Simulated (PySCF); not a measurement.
# As⁺: excitation energy in x2c-QZVPPall

Aim: the excitation energy of arsenic from differences of total energies, at each level of theory, and how far each lands from the tabulated value where there is one.

Program: PySCF 2.14.0. Level of theory: unrestricted determinants in a Gaussian basis, no spin-orbit coupling in the energies. These are calculated values, not measurements, unless marked.

## Step 1: What is computed

| Item | Value |
| --- | --- |
| Element | arsenic (Z = 33) |
| Basis | x2c-QZVPPall |
| Hamiltonian | scalar relativity by spin-free X2C-1e |
| State 1 | As⁺: [Ar] 3d10 4s1 4p3, high-spin 5S determinant (an excited configuration) |
| Needed too, but not shown | As⁺ [Ar] 3d10 4s2 4p2 (3P) |
| Methods | UHF, LDA, PBE, PBE0, r2SCAN, wB97M-V, wB97X, M06, M06-L, ROHF, MP2 |
| Core shells frozen in the correlated runs | valence: [Ar] 3d10; valence and next inner shell: [Ne] (for As⁺) |

The outer shells:

As+ [Ar] 3d10 4s1 4p3
```
[Ar] core
3d [↑↓][↑↓][↑↓][↑↓][↑↓]
4s [↑ ]
4p [↑ ][↑ ][↑ ]
```

One driver process ran all states and methods and kept the integrals in memory. Each run is shown as a PySCF script that sums up its settings (the driver passes frozen orbitals as a list and adds second-order terms of double hybrids); the logs are those of the runs themselves. The driver starts from symmetry-adapted Hartree-Fock orbitals, holds the occupation by maximum overlap and uses a logarithmic radial grid for functionals, so a plain start would take other cycles.

The integrals over 97 functions and the set-up took 1.2 s of CPU time.

## Step 2: As⁺ [Ar] 3d10 4s1 4p3

**UHF**

input.py

```python
from pyscf import gto, scf, dft, mp, cc
import basis_set_exchange as bse
mol = gto.M(atom="As 0 0 0", charge=1, spin=4, symmetry="D2h",
            basis=gto.basis.parse(bse.get_basis("x2c-QZVPPall", elements=["As"], fmt="nwchem")),
            nucmod="G")
mf = scf.UHF(mol).sfx2c1e()
mf.irrep_nelec = {'Ag': (6, 5), 'B1g': (1, 1), 'B2g': (1, 1), 'B3g': (1, 1), 'B1u': (3, 2), 'B2u': (3, 2), 'B3u': (3, 2)}
mf.kernel()
```

**LDA**

input.py, as changed from the run before:

```diff
@@ -5,3 +5,3 @@
             nucmod="G")
-mf = scf.UHF(mol).sfx2c1e()
+mf = dft.UKS(mol, xc="LDA,VWN").sfx2c1e()
 mf.irrep_nelec = {'Ag': (6, 5), 'B1g': (1, 1), 'B2g': (1, 1), 'B3g': (1, 1), 'B1u': (3, 2), 'B2u': (3, 2), 'B3u': (3, 2)}
```

**PBE**

input.py, as changed from the run before:

```diff
@@ -5,3 +5,3 @@
             nucmod="G")
-mf = dft.UKS(mol, xc="LDA,VWN").sfx2c1e()
+mf = dft.UKS(mol, xc="PBE").sfx2c1e()
 mf.irrep_nelec = {'Ag': (6, 5), 'B1g': (1, 1), 'B2g': (1, 1), 'B3g': (1, 1), 'B1u': (3, 2), 'B2u': (3, 2), 'B3u': (3, 2)}
```

**PBE0**

input.py, as changed from the run before:

```diff
@@ -5,3 +5,3 @@
             nucmod="G")
-mf = dft.UKS(mol, xc="PBE").sfx2c1e()
+mf = dft.UKS(mol, xc="PBE0").sfx2c1e()
 mf.irrep_nelec = {'Ag': (6, 5), 'B1g': (1, 1), 'B2g': (1, 1), 'B3g': (1, 1), 'B1u': (3, 2), 'B2u': (3, 2), 'B3u': (3, 2)}
```

**r2SCAN**

input.py, as changed from the run before:

```diff
@@ -5,3 +5,3 @@
             nucmod="G")
-mf = dft.UKS(mol, xc="PBE0").sfx2c1e()
+mf = dft.UKS(mol, xc="R2SCAN").sfx2c1e()
 mf.irrep_nelec = {'Ag': (6, 5), 'B1g': (1, 1), 'B2g': (1, 1), 'B3g': (1, 1), 'B1u': (3, 2), 'B2u': (3, 2), 'B3u': (3, 2)}
```

**wB97M-V**

input.py, as changed from the run before:

```diff
@@ -5,3 +5,3 @@
             nucmod="G")
-mf = dft.UKS(mol, xc="R2SCAN").sfx2c1e()
+mf = dft.UKS(mol, xc="WB97M_V").sfx2c1e()
 mf.irrep_nelec = {'Ag': (6, 5), 'B1g': (1, 1), 'B2g': (1, 1), 'B3g': (1, 1), 'B1u': (3, 2), 'B2u': (3, 2), 'B3u': (3, 2)}
```

**wB97X**

input.py, as changed from the run before:

```diff
@@ -5,3 +5,3 @@
             nucmod="G")
-mf = dft.UKS(mol, xc="WB97M_V").sfx2c1e()
+mf = dft.UKS(mol, xc="WB97X").sfx2c1e()
 mf.irrep_nelec = {'Ag': (6, 5), 'B1g': (1, 1), 'B2g': (1, 1), 'B3g': (1, 1), 'B1u': (3, 2), 'B2u': (3, 2), 'B3u': (3, 2)}
```

**M06**

input.py, as changed from the run before:

```diff
@@ -5,3 +5,3 @@
             nucmod="G")
-mf = dft.UKS(mol, xc="WB97X").sfx2c1e()
+mf = dft.UKS(mol, xc="M06").sfx2c1e()
 mf.irrep_nelec = {'Ag': (6, 5), 'B1g': (1, 1), 'B2g': (1, 1), 'B3g': (1, 1), 'B1u': (3, 2), 'B2u': (3, 2), 'B3u': (3, 2)}
```

**M06-L**

input.py, as changed from the run before:

```diff
@@ -5,3 +5,3 @@
             nucmod="G")
-mf = dft.UKS(mol, xc="M06").sfx2c1e()
+mf = dft.UKS(mol, xc="M06L").sfx2c1e()
 mf.irrep_nelec = {'Ag': (6, 5), 'B1g': (1, 1), 'B2g': (1, 1), 'B3g': (1, 1), 'B1u': (3, 2), 'B2u': (3, 2), 'B3u': (3, 2)}
```

## Step 3: As⁺ [Ar] 3d10 4s1 4p3, continued

**ROHF**

**MP2 (valence)**

input.py: that of step 2 with these lines changed.

```diff
@@ -5,4 +5,5 @@
             nucmod="G")
-mf = dft.UKS(mol, xc="M06L").sfx2c1e()
+mf = scf.UHF(mol).sfx2c1e()
 mf.irrep_nelec = {'Ag': (6, 5), 'B1g': (1, 1), 'B2g': (1, 1), 'B3g': (1, 1), 'B1u': (3, 2), 'B2u': (3, 2), 'B3u': (3, 2)}
 mf.kernel()
+mp.UMP2(mf, frozen=14).kernel()
```

**MP2 (valence and next inner shell)**

input.py, as changed from the run before:

```diff
@@ -8,2 +8,2 @@
 mf.kernel()
-mp.UMP2(mf, frozen=14).kernel()
+mp.UMP2(mf, frozen=5).kernel()
```

**Question.** What will these runs give?

As calculated:

| quantity | value |
| --- | --- |
| excitation energy, As⁺ → [Ar] 3d10 4s1 4p3 | UHF 4.863, MP2 (valence and next inner shell) 6.415 eV; reference 6.577 |

Accuracy by level (over 1 difference):

| method | mean absolute miss against the measured value (with the measured fine structure taken into account where it is known) (eV) |
| --- | --- |
| UHF | 1.714 |
| LDA | 0.952 |
| PBE | 0.722 |
| PBE0 | 0.279 |
| r2SCAN | 0.095 |
| wB97M-V | 0.490 |
| wB97X | 1.133 |
| M06 | 1.405 |
| M06-L | 0.870 |
| ROHF | 1.764 |
| MP2 (valence) | 0.687 |
| SCS-MP2 (valence) | 0.230 |
| MP2 (valence and next inner shell) | 0.163 |
| SCS-MP2 (valence and next inner shell) | 0.196 |

r2SCAN lands nearest to the measured value (off by 0.09 eV); ROHF misses by most (1.76 eV). PBE is off by +0.72 eV. The basis is finite, and no extrapolation was made.
